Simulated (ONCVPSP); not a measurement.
# Hg: generating and testing an ONCV potential

Aim: build the potential from the settings below, then test how well it stands in for the atom: other configurations, scattering, ghost states and the plane-wave cutoff that it needs.

Program: ONCVPSP 4.0.1. Reference atom: PBEsol, scalar-relativistic, spherical and spin-unpolarised. All values are calculated.

## 1. Settings

Typed settings, in words:

```
element                 : mercury (Hg, Z = 80)
type                    : optimised norm-conserving Vanderbilt (ONCV)
frozen core             : [Kr] 4d10 4f14
valence charge          : 20
reference configuration : 5s2 5p6 5d10 6s2
partial waves           : 5s+6s: rc 1.75 bohr, ncon 4, nbas 9, qcut 7.2 1/bohr, 2 projectors; 5p: rc 1.15 bohr, ncon 4, nbas 7, qcut 5.8 1/bohr, 2 projectors, debl 3 Ha; 5d: rc 2.05 bohr, ncon 4, nbas 8, qcut 8.9 1/bohr, 2 projectors, debl 0.5 Ha
local potential         : polynomial inside 0.75 bohr (lpopt 3, dvloc0 0 Ha)
core correction         : Teter function, fcfact 3.75, rcfact 1.65
```

The nodes and maxima of the atom's own shells, from an earlier all-electron run, set the scale for the radii.

All-electron outer shells of the reference configuration (PBEsol, scalar-relativistic, ld1.x):

```tsv
shell	level (eV)	outermost node (bohr)	outermost maximum (bohr)
5s	-118.25	0.47	0.82
4f	-95.96	–	0.37
5p	-66.53	0.51	0.93
5d	-9.88	0.55	1.17
6s	-6.87	1.08	2.21
6p	-0.99	1.28	3.26
```

## 2. Generating the potential

The input, Hg.dat:

```
# ATOM AND REFERENCE CONFIGURATION
# atsym  z   nc   nv     iexc    psfile
  Hg 80.00   10    4  -116133      upf
#
#   n    l    f
    1    0    2.00
    2    0    2.00
    2    1    6.00
    3    0    2.00
    3    1    6.00
    3    2   10.00
    4    0    2.00
    4    1    6.00
    4    2   10.00
    4    3   14.00
    5    0    2.00
    5    1    6.00
    5    2   10.00
    6    0    2.00
#
# PSEUDOPOTENTIAL AND OPTIMIZATION
# lmax
    2
#
#   l,   rc,      ep,       ncon, nbas, qcut
    0    1.75    0.00    4    9    7.20
    1    1.15    0.00    4    7    5.80
    2    2.05    0.00    4    8    8.90
#
# LOCAL POTENTIAL
# lloc, lpopt,  rc(5),   dvloc0
    4    3    0.75    0.00
#
# VANDERBILT-KLEINMAN-BYLANDER PROJECTORs
# l, nproj, debl
    0    2    1.00
    1    2    3.00
    2    2    0.50
#
# MODEL CORE CHARGE
# icmod, fcfact, rcfact
    3    3.75    1.65
#
# LOG DERIVATIVE ANALYSIS
# epsh1, epsh2, depsh
   -6.00    5.00    0.04
#
# OUTPUT GRID
# rlmax, drl
    6.00    0.01
#
# TEST CONFIGURATIONS
# ncnf
    4
# nvcnf
#   n    l    f
    4
    5    0    2.00
    5    1    6.00
    5    2   10.00
    6    0    1.00
#
    4
    5    0    2.00
    5    1    6.00
    5    2   10.00
    6    0    0.00
#
    4
    5    0    2.00
    5    1    6.00
    5    2    9.00
    6    0    0.00
#
    5
    5    0    2.00
    5    1    6.00
    5    2    9.00
    6    0    2.00
    6    1    1.00
#
```

Run with:

```console
oncvpsp.x < Hg.dat > Hg.out
```

**Question.** What will these runs give? Wanted: cutoffs for 1 and 0.1 mHa per electron, occupied waves; bound ghosts; GHOST(+) flags; largest test error; largest phase difference near zero energy, channels read; rms error of d²Exc/dn², without and with the model core.

The runs gave:

```
                                                quantity                         value
  cutoffs for 1 and 0.1 mHa per electron, occupied waves             105 Ha and 122 Ha
                                            bound ghosts                s at -83.52 eV
                                          GHOST(+) flags                   p at 339 eV
                            largest test error (AE − PS)  -30 meV, for 5s2 5p6 5d9 6s0
largest phase difference near zero energy, channels read                     0.000 rad
 rms error of d²Exc/dn², without and with the model core             7.83 and 2.42 mHa
```

What this shows: A bound ghost (s) makes it unfit for use: electrons can fall into a state that the atom doesn't have. The worst unpolarised test, 5s2 5p6 5d9 6s0, is off by 30 meV on 65.3 eV; by total energies transferability rates as fair. That test lies far up in energy; among those under 40 eV, nearer to bonding, the largest error is 26 meV. By its cutoff, 105 Ha for the looser tolerance, it is very hard. At the looser tolerance the 5p wave is the slowest; 5d needs 22 Ha. Near zero energy the phases of the channels with partial waves agree within 0.001 rad. The pseudo curves have a pole with no partner nearby in the atom's: s at -3.07 Ha. The program also flags highly localised states, GHOST(+) (p). Note that the frozen 4f shell (-96 eV) lies higher than the valence 5s shell (-118 eV). All of this concerns the isolated atom, not yet a solid.
